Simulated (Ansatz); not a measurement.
# CH₂AlBrClF: up Jacob's ladder to CCSD(T)

An exercise on one series of results from a longer session: the logs are not shown, and one member is left open.

Method: functionals in def2-TZVPP, the program's frozen cores in correlated methods; program: Ansatz 0.2.0, Gaussian basis.

The runs, in order: LDA (SPW92), PBE-D4, revPBE-D4, BLYP-D4, r2SCAN-D4, B97M-V, PBE0-D4, B3LYP-D4, r2SCANh-D4, r2SCAN0-D4, HSE06-D4, BHLYP-D4, CAM-B3LYP-D4, LC-ωPBE, ωB97X-V, ωB97M-V, B2PLYP, PBE-QIDH; CCSD(T)/def2-SVP; CCSD(T)/def2-TZVPP; MP2/def2-QZVPP; extrapolation to the limit; RPA on PBE.

### Structure used throughout

The geometry comes from an earlier relaxation with PBE0-D4 in a triple-zeta def2 set; it is a stationary point, not always the lowest conformer.

7 atoms, charge 0, spin multiplicity 1.

Atoms are counted from 1 here; the program's logs count them from 0.

Bond lengths: F1–C2 1.337 Å, C2–Br3 2.104 Å, C2–Al4 1.975 Å, C2–H6 1.091 Å, Br3–Al4 2.549 Å, Al4–Cl5 2.098 Å, Al4–H7 1.567 Å. Angles: F1–C2–Br3 108.5°, F1–C2–Al4 123.0°, F1–C2–H6 109.6°, Br3–C2–Al4 77.3°, Br3–C2–H6 100.6°, Al4–C2–H6 125.3°, C2–Br3–Al4 49.1°, C2–Al4–Br3 53.6°, C2–Al4–Cl5 114.7°, C2–Al4–H7 121.2°, Br3–Al4–Cl5 110.5°, Br3–Al4–H7 110.9°, Cl5–Al4–H7 122.9°.

The first run:

Input file in.yaml:

```yaml
crystal:
  periodic: [false, false, false]
  atoms:
    - {symbol: F, position_ang: [-1.758278, -0.939748, 0.604596]}
    - {symbol: C, position_ang: [-0.722835, -0.637238, -0.185353]}
    - {symbol: Br, position_ang: [1.005828, -1.538577, 0.604915]}
    - {symbol: Al, position_ang: [0.463103, 0.908412, 0.139820]}
    - {symbol: Cl, position_ang: [1.504507, 1.584567, -1.551611]}
    - {symbol: H, position_ang: [-0.814329, -1.172821, -1.131213]}
    - {symbol: H, position_ang: [0.383302, 1.727505, 1.473148]}
basis:
  gaussian: {orbitals: def2-TZVPP}
hamiltonian: {xc: lda}
output: {orbitals: {seedname: orbitals}}
```

Among the steps run: LDA; PBE-D4 (GGA); revPBE-D4 (GGA); BLYP-D4 (GGA); r2SCAN-D4 (meta-GGA); B97M-V (meta-GGA); PBE0-D4 (hybrid); B3LYP-D4 (hybrid); r2SCANh-D4 (hybrid); r2SCAN0-D4 (hybrid); HSE06-D4 (hybrid); BHLYP-D4 (hybrid); CAM-B3LYP-D4 (range-separated); LC-ωPBE (range-separated); ωB97X-V (range-separated); ωB97M-V (range-separated); B2PLYP (double hybrid); PBE-QIDH (double hybrid).

One table of the session follows, with a row left open; its other results are not shown here.

It belongs to the step «Orbital energies across the functionals». 

```
  functional  HOMO (eV)  LUMO (eV)  gap (eV)
 LDA (SPW92)      -7.11      -2.90      4.21
      PBE-D4      -6.97      -2.65      4.33
   revPBE-D4      -6.92      -2.55      4.37
     BLYP-D4      -6.87      -2.54      4.33
   r2SCAN-D4      -7.31      -2.44      4.87
      B97M-V      -7.39      -2.39      5.00
     PBE0-D4      -8.35      -1.68      6.67
    B3LYP-D4          ?          ?         ?
  r2SCANh-D4      -7.81      -2.09      5.73
  r2SCAN0-D4      -8.57      -1.56      7.01
    HSE06-D4      -7.95      -2.06      5.89
    BHLYP-D4      -9.61      -0.65      8.96
CAM-B3LYP-D4      -9.71      -0.61      9.10
     LC-ωPBE     -11.02       0.58     11.60
     ωB97X-V     -10.69       0.49     11.18
     ωB97M-V     -10.54       0.34     10.88
```

Estimate the missing values for B3LYP-D4.

Worked estimate for «HOMO (eV)». Against the share of exact exchange, BLYP-D4 (0, -6.87), BHLYP-D4 (0.5, -9.61) give a slope of -5.48 per unit share; at 0.2 the line stands at -7.97.

As computed: HOMO (eV): -8.13; LUMO (eV): -1.93; gap (eV): 6.19. In «HOMO (eV)» the line misses by +0.16.
